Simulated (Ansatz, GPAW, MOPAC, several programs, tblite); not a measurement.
PbOS (Janus 2H monolayer) from semi-empirical methods to plane-wave DFT

PbOS as a Janus 2H monolayer, relaxed with r2SCAN in Ansatz, was computed with several methods. The sheet's in-plane cell has a = 3.480 Å, b = 3.480 Å (γ = 120.0°), and its outermost atoms lie 2.90 Å apart along the normal. Pb has 3 O at 2.29 Å and 3 S at 2.70 Å; O has 3 Pb at 2.29 Å; S has 3 Pb at 2.70 Å. Computed, not measured; no magnetism was allowed, and whether the structure is a known phase isn't checked.

```yaml
crystal:
  lattice:
    - [3.47975, 0.00000, 0.00000]
    - [-1.73987, 3.01355, 0.00000]
    - [0.00000, 0.00000, 29.78068]
  atoms:
    - { symbol: Pb, position: [0.33333, 0.66667, 0.31001] }
    - { symbol: O, position: [0.66667, 0.33333, 0.34696] }
    - { symbol: S, position: [0.66667, 0.33333, 0.24966] }
```
The sheet repeats along a and b alone.

Gaps and times are for a single point on this cell. Times are rough, from shared hosts (Arm Neoverse V1), and each method has its own mesh and cell size. PM6 (MOPAC), PM7 (MOPAC), GFN1-xTB (tblite), GFN2-xTB (tblite) treat a cluster of cells at its zone centre, which samples few k points: where these miss a band edge, the gap comes out too large for that reason alone. Gaps from k meshes are read at a limited set of points (mesh, symmetry points, PBE's band edges), so each method's own least gap may be somewhat smaller. xTB and the PM methods were fitted mostly to molecules, and can miss a solid's gap by electronvolts. Minimal bases can be far off for gaps. d marks a direct gap, i an indirect one (no mark: not told apart), a dash a value that wasn't computed or didn't pass its checks.

```
                              method              kind      gap (eV)  atoms computed  processor time
                         PM6 (MOPAC)    semi-empirical          4.33              27          0.64 s
                   GFN1-xTB (tblite)     tight binding          0.13              27          0.83 s
                   GFN2-xTB (tblite)     tight binding             0              27           1.1 s
                         PM7 (MOPAC)    semi-empirical          4.80              27           1.3 s
light PBE (260 eV and a coarse mesh)  light plane-wave  overlap 0.16               3           4.1 s
              PBE/single zeta (GPAW)       small basis  overlap 0.15               3           7.9 s
                                 PBE         semilocal  overlap 0.16               3            15 s
                              r2SCAN         semilocal  overlap 0.11               3            41 s
```

With PBE and r2SCAN the bands overlap or touch, or nearly. Semilocal functionals can close a real gap, so this doesn't show a metal; small gaps of other methods may in turn close between the points read or with spin-orbit coupling, and the solid may be a semimetal.

Spin-orbit coupling is left out; in compounds of Pb, Bi, Tl or Hg it can lower a gap by up to about 1 eV, split its edges or invert the bands.
